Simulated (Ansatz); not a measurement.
# UHF/6-31G run of AlO (oxoaluminum)

Aim: the electronic atomisation energy of AlO (oxoaluminum) at UHF/6-31G, from 3 runs. 

Program for the calculation: Ansatz 0.2.0.

74 further runs of the same task are left out: 3 that didn't finish, 71 set aside as unsound or not needed.

### Step 1. The structure to begin with

The species is AlO (2 atoms), meant as a doublet with charge 0. SMILES: `[O]=[Al]`. The shape comes from GFN2-xTB, which is rough for such elements, and wasn't checked as a minimum.

Bond lengths: O1–Al2 1.570 Å.

### Step 2. The energy at UHF/6-31G

in.yaml

```yaml
crystal:
  periodic: [false, false, false]
  atoms:
    - {symbol: O, position_ang: [0.000000, 0.000000, 0.000000]}
    - {symbol: Al, position_ang: [0.000000, 0.000000, 1.570050]}
basis:
  gaussian:
    orbitals: 6-31G
magnetization:
  spin_polarized: true
  initial_magnetization: 1
hamiltonian:
  xc: hf
accuracy: high
```

Launch:

```console
$ ansatz run in.yaml --threads 1 --pin off --max-ram 2610MiB --events-out events.jsonl --progress --plain --runs-dir runs
```

Standard output:

```text
Warning: RAYON_NUM_THREADS=1 ignored (pool sized by the plan → 1); use --threads N
Functional definition: HF
  name "HF"
  exchange = exact_x
  correlation = 0
415 factors; integrals over basis functions are off by at most 2.7e-9 eV
mean field evaluation 1: about -8610.3469 eV, gradient 3.5e1 eV
mean field evaluation 2: about -8610.3982 eV, gradient 3.6e1 eV
mean field evaluation 4: about -8616.6606 eV, gradient 2.7e0 eV
mean field evaluation 8: about -8616.8693 eV, gradient 7.0e-1 eV
mean field evaluation 16: about -8617.1422 eV, gradient 4.6e-3 eV
mean field evaluation 32: about -8617.1603 eV, gradient 4.8e-1 eV
mean field evaluation 64: about -8612.7000 eV, gradient 1.9e1 eV
mean field evaluation 96: about -8617.2237 eV, gradient 8.2e-2 eV
mean field evaluation 128: about -8617.1052 eV, gradient 6.4e-1 eV
mean field evaluation 160: about -8617.2261 eV, gradient 7.5e-2 eV
mean field evaluation 192: about -8611.7392 eV, gradient 1.2e1 eV
mean field evaluation 224: about -8615.9753 eV, gradient 4.1e0 eV
mean field evaluation 256: about -8610.5627 eV, gradient 2.5e0 eV
mean field evaluation 288: about -8616.6329 eV, gradient 3.0e-1 eV
mean field -8617.22873891 eV, -316.6773151874 hartree, gradient 1.8e-8 eV, S^2 0.909364; 7 other end points of the search recorded, 0 dependent functions left out
reference -8617.22873891 eV, -316.6773151874 hartree; 11, 10 occupied and 11, 12 virtual orbitals, 415 factors
Total energy: -8617.22873891 eV, -316.6773151874 hartree
```

Wall time 0.22 s (1 thread of AMD EPYC 9R45 (Zen 5), shared host).

### Step 3. The Al atom at the same level

in.yaml

```yaml
basis:
  gaussian:
    orbitals: 6-31G
crystal:
  periodic: [false, false, false]
  atoms:
    - {symbol: Al, position_ang: [0.000000, 0.000000, 0.000000]}
magnetization:
  spin_polarized: true
  initial_magnetization: 1
hamiltonian:
  xc: hf
accuracy: high
```

Run the same way, it converges to -241.85419 Eh (log not shown).

### Step 4. The O atom at the same level

run.yaml

```yaml
crystal:
  periodic: [false, false, false]
  atoms:
    - symbol: O
      position_ang: [0.000000, 0.000000, 0.000000]
basis:
  gaussian: {orbitals: 6-31G}
magnetization: {spin_polarized: true, initial_magnetization: 2}
hamiltonian: {xc: hf}
accuracy: high
```

Run the same way, it converges to -74.78031 Eh (log not shown).

### Step 5. What came out

Level: UHF/6-31G.

| quantity | value |
| --- | --- |
| molecule: total energy | -316.67732 Eh |
| molecule: ⟨S²⟩ | 0.909 |
| Al atom: total energy | -241.85419 Eh |
| Al atom: ⟨S²⟩ | 0.750 |
| O atom: total energy | -74.78031 Eh |
| O atom: ⟨S²⟩ | 2.003 |
| electronic atomisation energy | 1.165 eV |

**Reading.** Taking the molecule apart into free atoms costs 1.17 eV (27 kcal/mol), before zero-point energy and without spin-orbit coupling. Hartree–Fock lacks the correlation of the bonding pairs, which as a rule makes this value much too low; in minimal bases other errors can mask that. The basis has no polarisation functions, which makes bonds too weak. ⟨S²⟩ (molecule) is 0.91 where a pure doublet has 0.75: the reference is spin-contaminated.
